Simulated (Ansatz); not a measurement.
**C6H18InN3: one species, many methods**

The task here is to estimate one member of a computed series from the others.

Program: Ansatz 0.2.0, Gaussian basis. Level of theory: functionals in def2-TZVPP, the program's frozen cores in correlated methods. These are calculated values, not measurements.

Plan: LDA (SPW92), PBE-D4, revPBE-D4, BLYP-D4, r2SCAN-D4, B97M-V, PBE0-D4, B3LYP-D4, r2SCANh-D4, r2SCAN0-D4, HSE06-D4, BHLYP-D4, CAM-B3LYP-D4, LC-ωPBE, ωB97X-V, ωB97M-V, B2PLYP, PBE-QIDH; CCSD(T)/def2-SVP; CCSD(T)/def2-TZVPP; MP2/def2-QZVPP; extrapolation to the limit; RPA on PBE.

**The relaxed structure**

An earlier PBE0-D4 in a triple-zeta def2 set relaxation fixed the geometry. In takes the def2 core potential; no spin-orbit term is included.

28 atoms, charge 0, spin multiplicity 1.

Atoms are counted from 1 here; the program's logs count them from 0.

Bond lengths: C1–N2 1.438 Å, C1–H11 1.101 Å, C1–H12 1.093 Å, C1–H13 1.103 Å, N2–C3 1.438 Å, N2–In4 2.019 Å, C3–H14 1.102 Å, C3–H15 1.093 Å, C3–H16 1.103 Å, In4–N5 2.019 Å, In4–N8 2.019 Å, N5–C6 1.438 Å, N5–C7 1.438 Å, C6–H17 1.103 Å, C6–H18 1.101 Å, C6–H19 1.093 Å, C7–H20 1.102 Å, C7–H21 1.103 Å and more. Angles: N2–C1–H11 110.9°, N2–C1–H12 111.2°, N2–C1–H13 112.9°, H11–C1–H12 107.1°, H11–C1–H13 106.7°, H12–C1–H13 107.7°, C1–N2–C3 112.6°, C1–N2–In4 122.4°, C3–N2–In4 123.0°, N2–C3–H14 111.2°, N2–C3–H15 111.4°, N2–C3–H16 112.6°, H14–C3–H15 107.4°, H14–C3–H16 106.7°, H15–C3–H16 107.3°, N2–In4–N5 119.7°, N2–In4–N8 119.6°, N5–In4–N8 119.7° and more.

The first run:

The input, in.yaml:

```yaml
crystal:
  periodic: [false, false, false]
  atoms:
    - {symbol: C, position_ang: [2.159244, -1.528079, 1.503294]}
    - {symbol: N, position_ang: [1.285530, -0.386431, 1.507809]}
    - {symbol: C, position_ang: [1.673894, 0.603567, 2.475199]}
    - {symbol: In, position_ang: [-0.007340, -0.007922, 0.004394]}
    - {symbol: N, position_ang: [-1.559535, 1.245677, 0.311793]}
    - {symbol: C, position_ang: [-1.876778, 1.773967, 1.610645]}
    - {symbol: C, position_ang: [-2.207868, 1.964523, -0.751067]}
    - {symbol: N, position_ang: [0.054755, -1.130399, -1.672207]}
    - {symbol: C, position_ang: [-1.042743, -1.193339, -2.598686]}
    - {symbol: C, position_ang: [1.278184, -1.640702, -2.228523]}
    - {symbol: H, position_ang: [2.191124, -2.001820, 2.497158]}
    - {symbol: H, position_ang: [1.815260, -2.286953, 0.796566]}
    - {symbol: H, position_ang: [3.200023, -1.271851, 1.241057]}
    - {symbol: H, position_ang: [1.660152, 0.189548, 3.495997]}
    - {symbol: H, position_ang: [0.996811, 1.460848, 2.461501]}
    - {symbol: H, position_ang: [2.693387, 0.987710, 2.302442]}
    - {symbol: H, position_ang: [-1.551706, 2.820413, 1.740485]}
    - {symbol: H, position_ang: [-2.963950, 1.756567, 1.786227]}
    - {symbol: H, position_ang: [-1.413858, 1.181049, 2.402990]}
    - {symbol: H, position_ang: [-3.303927, 1.921449, -0.649606]}
    - {symbol: H, position_ang: [-1.932789, 3.032540, -0.769925]}
    - {symbol: H, position_ang: [-1.953774, 1.546068, -1.727725]}
    - {symbol: H, position_ang: [-0.873201, -0.590479, -3.507215]}
    - {symbol: H, position_ang: [-1.214778, -2.228426, -2.933641]}
    - {symbol: H, position_ang: [-1.970482, -0.846523, -2.137509]}
    - {symbol: H, position_ang: [1.171949, -2.697207, -2.521990]}
    - {symbol: H, position_ang: [2.097756, -1.582702, -1.508461]}
    - {symbol: H, position_ang: [1.594649, -1.091083, -3.131023]}
basis:
  gaussian: {orbitals: def2-TZVPP}
hamiltonian: {xc: lda}
output: {orbitals: {seedname: orbitals}}
```

On the command line:

```console
$ ansatz run in.yaml --threads 4 --pin off --events-out ev --progress --plain --max-ram 63488MiB --backend cuda --devices 0, --max-vram 37GiB
```

Steps of the session up to this table: LDA; PBE-D4 (GGA); revPBE-D4 (GGA); BLYP-D4 (GGA); r2SCAN-D4 (meta-GGA); B97M-V (meta-GGA); PBE0-D4 (hybrid); B3LYP-D4 (hybrid); r2SCANh-D4 (hybrid); r2SCAN0-D4 (hybrid); HSE06-D4 (hybrid); BHLYP-D4 (hybrid); CAM-B3LYP-D4 (range-separated); LC-ωPBE (range-separated); ωB97X-V (range-separated); ωB97M-V (range-separated); B2PLYP (double hybrid); PBE-QIDH (double hybrid).

One of the session's tables, all rows but one given; the rest of the session is left out.

It belongs to the step «Orbital energies across the functionals». 

| functional | HOMO (eV) | gap (eV) |
| --- | --- | --- |
| LDA (SPW92) | -4.51 | 2.71 |
| PBE-D4 | -4.39 | 2.85 |
| revPBE-D4 | -4.33 | 2.92 |
| BLYP-D4 | -4.28 | 2.82 |
| r2SCAN-D4 | -4.60 | 3.24 |
| B97M-V | -4.75 | 3.18 |
| PBE0-D4 | ? | ? |
| B3LYP-D4 | -5.43 | 4.49 |
| r2SCANh-D4 | -5.07 | 4.03 |
| r2SCAN0-D4 | -5.79 | 5.21 |
| HSE06-D4 | -5.23 | 4.19 |
| BHLYP-D4 | -6.84 | 6.92 |
| CAM-B3LYP-D4 | -6.98 | 7.21 |
| LC-ωPBE | -8.28 | 9.64 |
| ωB97X-V | -7.98 | 9.12 |
| ωB97M-V | -7.92 | 8.70 |

Q: Estimate the row for PBE0-D4 from the others.

**Answer.** HOMO (eV): -5.63; gap (eV): 4.96. In the column «HOMO (eV)» it lies between r2SCAN0-D4 (-5.79) and B3LYP-D4 (-5.43).
